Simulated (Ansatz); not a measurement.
# TiSi3W: the cost of one run

Program: Ansatz 0.2.0. Level of theory: DFT PBE, scalar-relativistic, plane waves, PAW. These are calculated values, not measurements.

1 further run of the same task is left out (it didn't finish).

### 1 The starting structure

It takes space group Pm-3m (No. 221, cubic). Conventional cell: a = 4.201 Å, b = 4.201 Å, c = 4.201 Å, α = 90.00°, β = 90.00°, γ = 90.00°. Around Ti (site symmetry m-3m) lie 12 Si at 2.97 Å. Si (site symmetry 4/mmm) has 2 W at 2.10 Å and 4 Ti at 2.97 Å as nearest neighbours. W (site symmetry m-3m) is surrounded by 6 Si at 2.10 Å.

As a file:

```cif
data_structure
_symmetry_space_group_name_H-M 'P 1'
_symmetry_Int_Tables_number 1
_cell_length_a 4.2010
_cell_length_b 4.2010
_cell_length_c 4.2010
_cell_angle_alpha 90.000
_cell_angle_beta 90.000
_cell_angle_gamma 90.000
_cell_volume 74.14
loop_
_atom_site_label
_atom_site_type_symbol
_atom_site_fract_x
_atom_site_fract_y
_atom_site_fract_z
_atom_site_occupancy
Ti1 Ti 0.50000 0.50000 0.50000 1
Si1 Si 0.50000 0.00000 0.00000 1
Si2 Si 0.00000 0.50000 0.00000 1
Si3 Si 0.00000 0.00000 0.50000 1
W1 W 0.00000 0.00000 0.00000 1
```

A structure generator made this guess: species swapped into a database cell of Gd3TlC (Pm-3m, No. 221), with Si on the Gd sites, Ti on the Tl sites and W on the C sites. Lengths come from tabulated atomic sizes and are only a guess.

### 2 The guess as it stands, on a coarse mesh

The input, input.yaml:

```yaml
crystal:
  lattice:
    - [4.20103569, 0.0, 0.0]
    - [0.0, 4.20103569, 0.0]
    - [0.0, 0.0, 4.20103569]
  atoms:
    - { symbol: Ti, position: [0.5, 0.5, 0.5] }
    - { symbol: Si, position: [0.5, 0.0, 0.0] }
    - { symbol: Si, position: [0.0, 0.5, 0.0] }
    - { symbol: Si, position: [0.0, 0.0, 0.5] }
    - { symbol: W, position: [0.0, 0.0, 0.0] }
basis:
  ecutwfc: 420
kpoints:
  mp_grid: { grid: [4, 4, 4] }
hamiltonian:
  xc: pbe
scf:
  occupations: { method: gaussian, width: 0.1 }
  lower_state_search: "off"
output:
  forces: true
  stress: true
  eigenvalues: true
```

Command:

```sh
$ ansatz run input.yaml --threads 1 --pin off --max-ram 2560MiB --backend cpu --events-out ev --progress --plain --runs-dir out
```

What time and memory should one allow on 1 thread of Arm Neoverse V1, shared host?

About 1.6 s, with a peak of 0.33 GiB.
